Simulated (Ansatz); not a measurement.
**PbTe (rocksalt): a single-point run**

The task is a single-point run on PbTe (rocksalt). The structure is shown as the input types it.

Computed with Ansatz 0.2.0 (DFT PBE, scalar-relativistic, plane waves, PAW, unless a step's input says otherwise).

## 1. The starting structure

Symmetry: Fm-3m, No. 225, cubic system. Conventional cell: a = 12.196 Å, b = 12.196 Å, c = 12.196 Å, α = 90.00°, β = 90.00°, γ = 90.00°.

As a file:

```cif
data_structure
_symmetry_space_group_name_H-M 'Fm-3m'
_symmetry_Int_Tables_number 225
_cell_length_a 12.1963
_cell_length_b 12.1963
_cell_length_c 12.1963
_cell_angle_alpha 90.000
_cell_angle_beta 90.000
_cell_angle_gamma 90.000
_cell_volume 1814.20
loop_
_atom_site_label
_atom_site_type_symbol
_atom_site_symmetry_multiplicity
_atom_site_Wyckoff_symbol
_atom_site_fract_x
_atom_site_fract_y
_atom_site_fract_z
_atom_site_occupancy
Pb1 Pb 4 b 0.50000 0.00000 0.00000 1
Te1 Te 4 a 0.00000 0.00000 0.00000 1
```

## 2. Running it

input.yaml

```yaml
crystal:
  lattice:
    - [0.0, 6.09814866, 6.09814866]
    - [6.09814866, 0.0, 6.09814866]
    - [6.09814866, 6.09814866, 0.0]
  atoms:
    - { symbol: Pb, position: [0.5, 0.5, 0.5] }
    - { symbol: Te, position: [0.0, 0.0, 0.0] }
basis:
  ecutwfc: 420
  ecutrho_ratio: 4
kpoints:
  mp_grid: { grid: [6, 6, 6] }
hamiltonian:
  xc: pbe
scf:
  occupations: { method: gaussian, width: 0.05 }
  max_iter: 80
output:
  forces: true
  stress: true
```

On the command line:

```bash
ansatz run input.yaml --threads 4 --pin off --max-ram 8192MiB --backend cpu --events-out ev --progress --plain --runs-dir out
```

**Question.** How will this run end, and is anything wrong with its input?

The run converged and reported no error. That alone doesn't make the input a sound one.

The structure is inflated by the factor 1.89 between bohr and ångström. The shortest distance in the input is 6.10 Å, between atoms 1 (Pb) and 2 (Te).

Fix: convert the lengths to the unit that the input reads.
